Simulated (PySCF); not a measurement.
# C6H12F2GeO: the cost of one run

The runs use PySCF 2.14.0, with density-fitted response routines of our own; the level of theory stands in each step. All values are computed, except where a source is named. Atoms are numbered from 0 throughout.

## (1) Starting geometry

22 atoms, charge 0, multiplicity 1; geometry from: GFN2-xTB. The atoms were then displaced at random by about 0.01 Å, so the start is not that level's minimum.

Bonds of the start (Å): F0–C1 1.39, C1–F2 1.34, C1–O3 1.30, O3–C4 1.46, C4–C5 1.53, C5–C6 1.52, C6–C7 1.52, C7–Ge8 1.96, Ge8–C9 1.98, C9–C4 1.51, C1–H10 1.10, C4–H11 1.10, C5–H12 1.07, C5–H13 1.09, C6–H14 1.08, C6–H15 1.08, C7–H16 1.09, C7–H17 1.11, Ge8–H18 1.51, Ge8–H19 1.48, C9–H20 1.09, C9–H21 1.11.

## (2) Relaxing the molecule at PBE0-D3(BJ)/def2-SVP

The job: settings as JSON, then the geometry in Å.

```
{"job": {"xc": "PBE0", "basis": "def2-SVP", "d3": "d3bj", "grid": 1, "shake": 0.01, "kind": "geom"}, "charge": 0, "multiplicity": 1}
F      2.417780    -0.411490     1.712420
C      2.395500     0.614080     0.780670
F      2.798270     1.705720     1.438450
O      1.222160     0.860330     0.271810
C      0.763900     0.031270    -0.836470
C      0.245020    -1.315110    -0.336730
C     -0.680430    -1.229860     0.868910
C     -1.990650    -0.516800     0.555340
Ge    -1.650980     1.286890    -0.141530
C     -0.295990     0.858880    -1.524630
H      3.159840     0.344450     0.037720
H      1.643250    -0.127700    -1.476230
H      1.074570    -1.931400    -0.062080
H     -0.276250    -1.803160    -1.162750
H     -0.183920    -0.713520     1.677060
H     -0.891800    -2.230020     1.226560
H     -2.556210    -1.080510    -0.193880
H     -2.632660    -0.490890     1.464100
H     -2.876320     1.873540    -0.807090
H     -1.180820     2.271890     0.855130
H      0.149360     1.748820    -1.977030
H     -0.718720     0.258970    -2.356250
```

Started as:

```console
$ OMP_NUM_THREADS=1 python probes_run.py task.json out
```

This one command runs all jobs of the session in turn.

**Question.** How long does this first job take on 1 thread of AMD EPYC 7R43, shared host, and how much memory does it need?

About 5.7 min, with a peak of 1 GiB.
